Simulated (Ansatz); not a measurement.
This script drives Ansatz 0.2.0, Python API.

`md_ch3bos.py`
```python
'''Molecular dynamics of one CH3BOS molecule.'''

import ansatz as az
import numpy as np

ch3bos = (
    az.Crystal.molecule()
    .atom('O', [-1.004, 1.0771, -1.1796])
    .atom('B', [-0.3188, 0.0779, -0.484])
    .atom('C', [0.739, -0.3759, 0.5314])
    .atom('S', [0.1333, -1.8162, -0.0915])
    .atom('H', [-1.8293, 1.3053, -0.6279])
    .atom('H', [0.5033, -0.145, 1.5983])
    .atom('H', [1.8378, -0.1913, 0.2076])
)

calculation = ch3bos.calculation().basis(gaussian='def2-SVP').functional('blyp')
symbols = [site.symbol for site in ch3bos.cartesian_sites]
start = np.array([site.position_ang for site in ch3bos.cartesian_sites], dtype=float)
r = calculation.relax(force_tolerance=0.02).run(threads=1, pin='off').report
end = np.array(r['positions_ang'])
minimum = az.Crystal.molecule()
for symbol, place in zip(symbols, end):
    minimum = minimum.atom(symbol, place.tolist())

# dynamics from the relaxed geometry
calculation = (
    minimum.calculation()
    .basis(gaussian='def2-SVP')
    .functional('blyp')
    .md('nvt_nose_hoover', timestep=0.5, steps=40, temperature=300, initial_velocities='maxwell_boltzmann', seed=93, thermostat_time=10)
)
frames = []
out = calculation.session().plan().execute(on_event=lambda e: frames.append(e['data']) if e['event'] == 'md_step' else None)
print('t (fs)   E_pot (eV)      E_kin (eV)   T (K)   d(0-1) (A)')
for f in frames[::2]:
    xyz = np.array(f['positions_ang'])
    print(f'{f["time_fs"]:6.2f} {f["lagrangian_ev"]:14.5f} {f["e_kin_ev"]:10.5f} {f["temperature_k"]:8.1f} {np.linalg.norm(xyz[0] - xyz[1]):9.4f}')
kept = np.array([f['conserved_ev'] for f in frames])
print(f'conserved energy moves by at most {1000 * np.ptp(kept):.3f} meV')
```

It is started by `python md_ch3bos.py`. Estimate its wall time and peak memory on 1 thread of Arm Neoverse V1, with other jobs on the host.

It took about 100 s, with a peak of 0.21 GiB, for 2 runs of the engine.

```console
$ python md_ch3bos.py
t (fs)   E_pot (eV)      E_kin (eV)   T (K)   d(0-1) (A)
  0.00   -14638.21907    0.19389    300.0    1.3538
  1.00   -14638.19551    0.17094    264.5    1.3559
  2.00   -14638.15190    0.12840    198.7    1.3581
  3.00   -14638.12725    0.10502    162.5    1.3606
  4.00   -14638.13384    0.11330    175.3    1.3632
  5.00   -14638.15210    0.13448    208.1    1.3660
  6.00   -14638.14835    0.13535    209.4    1.3687
  7.00   -14638.10668    0.09946    153.9    1.3713
  8.00   -14638.05732    0.05535     85.6    1.3737
  9.00   -14638.05161    0.05337     82.6    1.3759
 10.00   -14638.08388    0.09146    141.5    1.3779
 11.00   -14638.09732    0.11632    180.0    1.3798
 12.00   -14638.07137    0.10424    161.3    1.3815
 13.00   -14638.03490    0.07955    123.1    1.3829
 14.00   -14638.01964    0.07362    113.9    1.3838
 15.00   -14638.03763    0.10145    157.0    1.3840
 16.00   -14638.08292    0.15947    246.7    1.3831
 17.00   -14638.12250    0.21385    330.9    1.3810
 18.00   -14638.10519    0.21025    325.3    1.3778
 19.00   -14638.04002    0.15568    240.9    1.3738
 20.00   -14638.02396    0.14610    226.1    1.3692
conserved energy moves by at most 2.936 meV
```

What to keep in mind:
- Total energies depend on the basis set; only differences at equal settings carry meaning.
- The trajectory is only some femtoseconds long, so its temperature is not equilibrated; where the script doesn't relax first, it starts from a rough generated geometry.
- The temperature counts the internal degrees of freedom alone.

(Lines on the test bed's own set-up are left out of the output.)
